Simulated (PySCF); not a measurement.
**Al⁺: excitation energy in aug-cc-pCVTZ-DK plus 1 even-tempered diffuse shell per l**

Each state of aluminium is computed at each level; their differences give the excitation energy. How far do the methods differ?

Program: PySCF 2.14.0. Level of theory: unrestricted determinants in a Gaussian basis, no spin-orbit coupling in the energies. These are calculated values, not measurements, unless marked.

## (1) The atom as given

| Item | Value |
| --- | --- |
| Element | aluminium (Z = 13) |
| Basis | aug-cc-pCVTZ-DK with one added diffuse shell each of s, p, d, f type (9s8p6d4f, 91 functions) |
| Hamiltonian | the spin-free X2C one-electron Hamiltonian (Gaussian nucleus) |
| State 1 | Al⁺: [Ne] 3d2, high-spin 3F determinant (an excited configuration) |
| State 2 | Al⁺: [Ne] 3s1 4s1, high-spin 3S determinant (an excited configuration) |
| Needed too, but not shown | Al⁺ [Ne] 3s2 (1S) |
| Methods | CCSD(T) |
| Core shells frozen in the correlated runs | valence: [Ne] (for Al⁺) |

The outer shells:

Al+ [Ne] 3d2
```
[Ne] core
3d [↑ ][↑ ][  ][  ][  ]
```

Al+ [Ne] 3s1 4s1
```
[Ne] core
3s [↑ ]
4s [↑ ]
```

The runs were made by one driver on top of PySCF. The scripts below sum up each run's settings (the driver also hands on starting orbitals that pick excited configurations, and frozen orbitals as a list rather than a count), and the logs come from the driver's own runs. The driver starts from symmetry-adapted Hartree-Fock orbitals, holds the occupation by maximum overlap and uses a logarithmic radial grid for functionals, so a plain start would take other cycles.

The integrals over 91 functions and the set-up took 1.1 s of CPU time.

## (2) Al⁺ [Ne] 3d2, at CCSD(T) (valence)

**CCSD(T) (valence)**

Input file input.py:

```python
from pyscf import gto, scf, dft, mp, cc
import basis_set_exchange as bse
mol = gto.M(atom="Al 0 0 0", charge=1, spin=2, symmetry="D2h",
            basis=gto.basis.parse(bse.get_basis("aug-cc-pCVTZ-DK", elements=["Al"], fmt="nwchem", augment_diffuse=1)),
            nucmod="G")
mf = scf.UHF(mol).sfx2c1e()
mf.irrep_nelec = {'Ag': (3, 2), 'B1g': (1, 0), 'B1u': (1, 1), 'B2u': (1, 1), 'B3u': (1, 1)}
mf.kernel()
mycc = cc.CCSD(mf, frozen=5).run()
mycc.ccsd_t()
```

Standard output:

```text
CC2 = 0
CCSD nocc = (np.int64(2), np.int64(0)), nmo = (86, 86)
frozen orbitals [[0, 1, 2, 3, 4], [0, 1, 2, 3, 4]]
max_cycle = 100
direct = 0
conv_tol = 1e-08
conv_tol_normt = 1e-06
diis_space = 8
diis_start_cycle = 0
Init t2, MP2 energy = -0.00640321373659463
Init E_corr(UCCSD) = -0.00640321375047738
cycle = 1  E_corr(UCCSD) = -0.0105905257054967  dE = -0.00418731196  norm(t1,t2) = 0.103392
cycle = 2  E_corr(UCCSD) = -0.0142612524040006  dE = -0.0036707267  norm(t1,t2) = 0.126411
cycle = 3  E_corr(UCCSD) = -0.0051065586348817  dE = 0.00915469377  norm(t1,t2) = 0.166599
cycle = 4  E_corr(UCCSD) = -0.0108943523191334  dE = -0.00578779368  norm(t1,t2) = 0.0558218
cycle = 5  E_corr(UCCSD) = -0.0234613825890282  dE = -0.0125670303  norm(t1,t2) = 0.0521249
cycle = 6  E_corr(UCCSD) = -0.0217496854409306  dE = 0.00171169715  norm(t1,t2) = 0.100727
cycle = 7  E_corr(UCCSD) = -0.0201208725623755  dE = 0.00162881288  norm(t1,t2) = 0.46436
cycle = 8  E_corr(UCCSD) = -0.0201135220415011  dE = 7.35052087e-06  norm(t1,t2) = 0.0590258
cycle = 9  E_corr(UCCSD) = -0.0201944937348826  dE = -8.09716934e-05  norm(t1,t2) = 0.0568812
cycle = 10  E_corr(UCCSD) = -0.021163611997049  dE = -0.000969118262  norm(t1,t2) = 0.0258571
[... 76 lines left out ...]
cycle = 87  E_corr(UCCSD) = -0.00600072531974273  dE = 0.00379704667  norm(t1,t2) = 0.121751
cycle = 88  E_corr(UCCSD) = -0.00938203991389619  dE = -0.00338131459  norm(t1,t2) = 0.0547564
cycle = 89  E_corr(UCCSD) = -0.025943531910907  dE = -0.016561492  norm(t1,t2) = 0.0506471
cycle = 90  E_corr(UCCSD) = -0.0167386275499291  dE = 0.00920490436  norm(t1,t2) = 0.0310138
cycle = 91  E_corr(UCCSD) = -0.0169004694686084  dE = -0.000161841919  norm(t1,t2) = 0.0457735
cycle = 92  E_corr(UCCSD) = -0.0178710334188651  dE = -0.00097056395  norm(t1,t2) = 0.0265228
cycle = 93  E_corr(UCCSD) = -0.0210556894373085  dE = -0.00318465602  norm(t1,t2) = 0.0279252
cycle = 94  E_corr(UCCSD) = -0.0228408630561607  dE = -0.00178517362  norm(t1,t2) = 0.0315326
cycle = 95  E_corr(UCCSD) = -0.0237808871799916  dE = -0.000940024124  norm(t1,t2) = 0.0331231
cycle = 96  E_corr(UCCSD) = -0.0215385160132764  dE = 0.00224237117  norm(t1,t2) = 0.0228497
[... the stored log ends here ...]
```

It used 52 s of CPU time after the integrals (shared host).

This run did not converge, so its energy enters no difference.

## (3) Al⁺ [Ne] 3s1 4s1, at CCSD(T) (valence)

**CCSD(T) (valence)**

Edit input.py of step 2 so:

```diff
@@ -6,3 +6,3 @@
 mf = scf.UHF(mol).sfx2c1e()
-mf.irrep_nelec = {'Ag': (3, 2), 'B1g': (1, 0), 'B1u': (1, 1), 'B2u': (1, 1), 'B3u': (1, 1)}
+mf.irrep_nelec = {'Ag': (4, 2), 'B1u': (1, 1), 'B2u': (1, 1), 'B3u': (1, 1)}
 mf.kernel()
```

Standard output:

```text
CC2 = 0
CCSD nocc = (np.int64(2), np.int64(0)), nmo = (86, 86)
frozen orbitals [[0, 1, 2, 3, 4], [0, 1, 2, 3, 4]]
max_cycle = 100
direct = 0
conv_tol = 1e-08
conv_tol_normt = 1e-06
diis_space = 8
diis_start_cycle = 0
Init t2, MP2 energy = -0.00327759439194974
Init E_corr(UCCSD) = -0.00327759439827628
cycle = 1  E_corr(UCCSD) = -0.00477769010130088  dE = -0.0015000957  norm(t1,t2) = 0.0322814
cycle = 2  E_corr(UCCSD) = -0.00554493988321582  dE = -0.000767249782  norm(t1,t2) = 0.0180311
cycle = 3  E_corr(UCCSD) = -0.00648345182918956  dE = -0.000938511946  norm(t1,t2) = 0.0102284
cycle = 4  E_corr(UCCSD) = -0.00647016187822117  dE = 1.3289951e-05  norm(t1,t2) = 0.000619414
cycle = 5  E_corr(UCCSD) = -0.0064737349512613  dE = -3.57307304e-06  norm(t1,t2) = 7.37245e-05
cycle = 6  E_corr(UCCSD) = -0.00647220241088578  dE = 1.53254038e-06  norm(t1,t2) = 1.97514e-05
cycle = 7  E_corr(UCCSD) = -0.00647276938442761  dE = -5.66973542e-07  norm(t1,t2) = 6.79006e-06
cycle = 8  E_corr(UCCSD) = -0.00647275745837116  dE = 1.19260565e-08  norm(t1,t2) = 1.99643e-06
cycle = 9  E_corr(UCCSD) = -0.00647271217175138  dE = 4.52866198e-08  norm(t1,t2) = 1.4683e-06
cycle = 10  E_corr(UCCSD) = -0.0064727212052103  dE = -9.03345892e-09  norm(t1,t2) = 1.27964e-07
UCCSD converged
E(UCCSD) = -241.7383925639152  E_corr = -0.006472721205210299
```

CPU time 13 s on a shared host, the integrals not counted.

CCSD correlation -0.00647 hartree, triples 0.00000; total -241.738393. T1 = 0.011, largest double amplitude 0.056. With two correlated electrons the triples vanish and CCSD is exact in this space.

## (4) The energy differences

Excitation energy: Al⁺ [Ne] 3s2 (1S) → Al⁺ [Ne] 3s1 4s1 (3S).

```
           method  value (eV)  error (eV)
              UHF      10.266      -1.050
    MP2 (valence)      10.941      -0.376
SCS-MP2 (valence)      11.153      -0.164
   CCSD (valence)      11.169      -0.148
CCSD(T) (valence)      11.169      -0.148
  CCSDT (valence)      11.169      -0.148
    FCI (valence)      11.169      -0.148
```

Reference: 11.317 eV (measured; NIST levels, between the centres of gravity of the two terms). Errors of the correlated levels include the incompleteness of this basis.

The differences also use runs on Al⁺ [Ne] 3s2 (1S), which are not shown here. The runs at UHF, MP2 (valence) are not shown; their differences are listed all the same.

## (5) What came out

| quantity | value |
| --- | --- |
| excitation energy, Al⁺ → [Ne] 3s1 4s1 | UHF 10.266, FCI (valence) 11.169 eV; reference 11.317 |

Accuracy by level (over 1 difference):

```
           method  mean absolute miss against the measured value (with the measured fine structure taken into account where it is known) (eV)
              UHF                                                                                                                       1.050
    MP2 (valence)                                                                                                                       0.376
SCS-MP2 (valence)                                                                                                                       0.164
   CCSD (valence)                                                                                                                       0.148
CCSD(T) (valence)                                                                                                                       0.148
  CCSDT (valence)                                                                                                                       0.148
    FCI (valence)                                                                                                                       0.148
```

In words: Against experiment CCSD (valence) comes closest (off by 0.15 eV), level with CCSD(T) (valence) and UHF is farthest (1.05 eV). The basis is finite, and no extrapolation was made.
